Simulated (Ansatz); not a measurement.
**BF₂GaH₂ (SMILES F[B](F)[GaH2]): functionals against CCSD(T) at one geometry**

An exercise on one series of results from a longer session: the logs are not shown, and one member is left open.

Method: single points in def2-TZVPP; program: Ansatz 0.2.0, Gaussian basis.

Correlated methods freeze the cores. Filled d shells of the heavier atoms are correlated.

## Where the work starts

SMILES `F[B](F)[GaH2]`, 6 atoms, charge 0, spin multiplicity 1.

Atoms are counted from 1 here; the program's logs count them from 0.

Bond lengths: F1–B2 1.336 Å, B2–F3 1.314 Å, B2–Ga4 2.070 Å, Ga4–H5 1.612 Å, Ga4–H6 1.601 Å. Angles: F1–B2–F3 112.7°, F1–B2–Ga4 124.0°, F3–B2–Ga4 123.1°, B2–Ga4–H5 126.5°, B2–Ga4–H6 124.0°, H5–Ga4–H6 109.4°.

Geometry (Å):

```csv
atom,x (Å),y (Å),z (Å)
F1,1.27050,-1.73190,-0.17980
B2,0.30300,-0.98860,0.36410
F3,-0.33740,-1.61470,1.32610
Ga4,-0.24620,0.88370,-0.32790
H5,0.45810,1.71110,-1.51810
H6,-1.43370,1.75730,0.29750
```

Set-up of the first run:

Input file run/in.yaml:

```yaml
crystal:
  periodic: [false, false, false]
  atoms:
    - {symbol: F, position_ang: [1.270500, -1.731900, -0.179800]}
    - {symbol: B, position_ang: [0.303000, -0.988600, 0.364100]}
    - {symbol: F, position_ang: [-0.337400, -1.614700, 1.326100]}
    - {symbol: Ga, position_ang: [-0.246200, 0.883700, -0.327900]}
    - {symbol: H, position_ang: [0.458100, 1.711100, -1.518100]}
    - {symbol: H, position_ang: [-1.433700, 1.757300, 0.297500]}
basis:
  gaussian: {orbitals: def2-TZVPP}
correlation: {method: ccsd_t}
output: {forces: true}
```

No record of the launch command was kept for these runs.

Among the steps run: CCSD(T)/def2-TZVPP; PBE0-D4/def2-TZVPP; wB97M-V/def2-TZVPP; r2SCAN-D4/def2-TZVPP; PBE-D4/def2-TZVPP; revPBE-D4/def2-TZVPP; BLYP-D4/def2-TZVPP.

One table of the session follows, with a row left open; its other results are not shown here.

```
   method  RMS force component (eV/Å)  angle to CCSD(T) forces (°)  dipole (D)
  CCSD(T)                       0.564                    reference        0.48
  PBE0-D4                       0.557                         10.9        0.43
  wB97M-V                       0.538                          2.6        0.43
r2SCAN-D4                       0.531                          1.8        0.31
   PBE-D4                           ?                            ?           ?
revPBE-D4                       0.540                         28.4        0.23
  BLYP-D4                       0.534                         24.4        0.28
```

Q: Estimate the row for PBE-D4 from the others.

As computed: RMS force component (eV/Å): 0.501; angle to CCSD(T) forces (°): 18.9; dipole (D): 0.27. In the column «RMS force component (eV/Å)» it is the lowest.
